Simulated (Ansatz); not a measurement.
# HfC: the cost of one run

Program: Ansatz 0.2.0 through its Python package. The levels of theory stand in the script. These are calculated values, not measurements.

**1. Starting point**

Symmetry: P6_3/mmc, No. 194, hexagonal system. Conventional cell: a = 3.343 Å, b = 3.343 Å, c = 5.203 Å, α = 90.00°, β = 90.00°, γ = 120.00°. Hf (site symmetry -6m2) is surrounded by 6 C at 2.33 Å. C (site symmetry -3m) is surrounded by 6 Hf at 2.33 Å.

Input file POSCAR_hfc:

```text
HfC
1.0
   3.34286605    0.00000000    0.00000000
  -1.67143303    2.89500692    0.00000000
   0.00000000    0.00000000    5.20271400
Hf C
2 2
Direct
   0.66666667    0.33333333    0.75000000
   0.33333333    0.66666667    0.25000000
   0.00000000    0.00000000    0.00000000
   0.00000000    0.00000000    0.50000000
```

**2. The script**

File hfc_nc_paw.py:

```python
"""Two kinds of potentials on HfC."""

import logging
import sys

import ansatz as az
from ase.io import read
import numpy as np

logging.basicConfig(stream=sys.stdout, format="%(name)s: %(message)s")
logger = logging.getLogger("calc")
logger.setLevel(logging.INFO)


def count_gap(report):
    # lowest empty less highest filled band, counting bands; zero where they overlap
    return max(report.get("gap_by_band_count_ev") or 0.0, 0.0)

atoms = read("POSCAR_hfc", format="vasp")
structure = az.Crystal.from_ase(atoms)

calc = (
    structure.calculation()
    .occupations(az.OccupationsMethod.FERMI_DIRAC, width=0.1)
    .kpoints(9, 9, 5)
    .functional("LDA")
    .stress()
    .forces()
    .band_table()
)
variants = {
    "PAW": calc.pseudopotentials("paw"),
    "norm-conserving": calc.pseudopotentials("nc"),
}
# totals differ by the cores that each treatment holds, so compare what does not depend on them
rows = []
for label, variant in variants.items():
    rep = variant.run(threads=1).report
    levels = np.array(rep["eigenvalues_ev"][0]) - rep["fermi_energy_ev"]
    print(label, "levels at the first k-point near E_F:", np.round(levels[np.abs(levels) < 5], 3))
    rows.append((label, rep["n_electrons"], np.trace(rep["stress_gpa"]) / 3, float(np.abs(rep["forces_ev_ang"]).max()), count_gap(rep)))
for row in rows:
    print("; ".join(f"{name} = {round(v, 4) if isinstance(v, float) else v}" for name, v in zip(["treatment", "electrons in bands", "P GPa", "max force component eV/A", "gap by band count eV"], row)))
```

**3. The input behind the calls**

The package turns the script's settings into the engine's input (first run):

```yaml
crystal:
  lattice:
    - [3.34286605, 0.0, 0.0]
    - [-1.67143303, 2.89500692, 0.0]
    - [0.0, 0.0, 5.202714]
  atoms:
    - { symbol: Hf, position: [0.66666667, 0.33333333, 0.75] }
    - { symbol: Hf, position: [0.3333333299999999, 0.66666667, 0.25] }
    - { symbol: C, position: [0.0, 0.0, 0.0] }
    - { symbol: C, position: [0.0, 0.0, 0.5] }
kpoints:
  mp_grid:
    grid: [9, 9, 5]
hamiltonian:
  xc: lda
  pseudopotentials:
    kind: paw
scf:
  occupations:
    method: fermi_dirac
    width: 0.1
output:
  forces: true
  stress: true
  eigenvalues: true
```

**4. The run**

Run with:

```bash
$ python hfc_nc_paw.py
```

**Question.** How long does this script take on 1 thread of Arm Neoverse V2, shared host, and how much memory does it need?

About 8.8 s, with a peak of 0.53 GiB.
